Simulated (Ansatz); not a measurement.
# CH7AlFNS: the cost of one run

Program: Ansatz 0.2.0. Level of theory: RKS revPBE-D4/def2-SVP. These are calculated values, not measurements.

## Step 1: Starting point

Bond lengths: Al1–N2 2.239 Å, Al1–C3 1.976 Å, Al1–F4 1.649 Å, Al1–S6 2.639 Å, N2–H7 1.011 Å, N2–H8 1.012 Å, C3–H9 1.094 Å, C3–H10 1.091 Å, C3–H11 1.091 Å, S6–H12 1.333 Å. Angles (14 of 16 angles, heavy atoms first): N2–Al1–C3 121.5°, N2–Al1–F4 98.8°, N2–Al1–S6 76.2°, C3–Al1–F4 131.1°, C3–Al1–S6 108.2°, F4–Al1–S6 107.5°, Al1–N2–H7 131.6°, Al1–N2–H8 115.6°, Al1–C3–H9 111.4°, Al1–C3–H10 112.8°, Al1–C3–H11 110.9°, Al1–S6–H12 88.4°, H7–N2–H8 109.3°, H9–C3–H10 107.0°.

Coordinates:

```xyz
12

Al    0.1010   -0.3646    0.7506
N    -0.1556    1.8237    0.3516
C    -0.9652   -1.7206   -0.2137
F     0.5736   -0.2793    2.3286
H     1.0174    1.5035   -0.2073
S     2.1906    0.2531   -0.7385
H    -0.7087    2.3202   -0.3336
H     0.0358    2.4363    1.1346
H    -0.3431   -2.5572   -0.5439
H    -1.7670   -2.1413    0.3958
H    -1.4228   -1.2921   -1.1070
H     1.4439    0.0184   -1.8171
```

## Step 2: Pulling towards end A

Springs on the bonds that form and break draw the guess towards this end; the thresholds are loose.

File input.yaml:

```yaml
crystal:
  periodic: [false, false, false]
  atoms:
    - { symbol: Al, position_ang: [0.101, -0.3646, 0.7506] }
    - { symbol: "N", position_ang: [-0.1556, 1.8237, 0.3516] }
    - { symbol: C, position_ang: [-0.9652, -1.7206, -0.2137] }
    - { symbol: F, position_ang: [0.5736, -0.2793, 2.3286] }
    - { symbol: H, position_ang: [1.0174, 1.5035, -0.2073] }
    - { symbol: S, position_ang: [2.1906, 0.2531, -0.7385] }
    - { symbol: H, position_ang: [-0.7087, 2.3202, -0.3336] }
    - { symbol: H, position_ang: [0.0358, 2.4363, 1.1346] }
    - { symbol: H, position_ang: [-0.3431, -2.5572, -0.5439] }
    - { symbol: H, position_ang: [-1.767, -2.1413, 0.3958] }
    - { symbol: H, position_ang: [-1.4228, -1.2921, -1.107] }
    - { symbol: H, position_ang: [1.4439, 0.0184, -1.8171] }
basis:
  gaussian: { orbitals: def2-SVP }
hamiltonian:
  xc: revpbe
  dispersion: d4
relax:
  f_tol: 0.15
  max_steps: 25
  restrain:
    - { distance: [0, 5], at: 3.56, k: 30.0 }
    - { distance: [4, 1], at: 2.32, k: 30.0 }
    - { distance: [0, 1], at: 1.92, k: 30.0 }
    - { distance: [4, 5], at: 1.36, k: 30.0 }
```

On the command line:

```console
> ansatz run input.yaml --threads 2 --pin off --max-ram 3072MiB --backend cpu --events-out ev --progress --plain --runs-dir out
```

**Question.** How long does this run take on 2 threads of Intel Xeon 6975P-C (Granite Rapids), shared host, and how much memory does it need?

About 15 s, with a peak of 0.2 GiB.
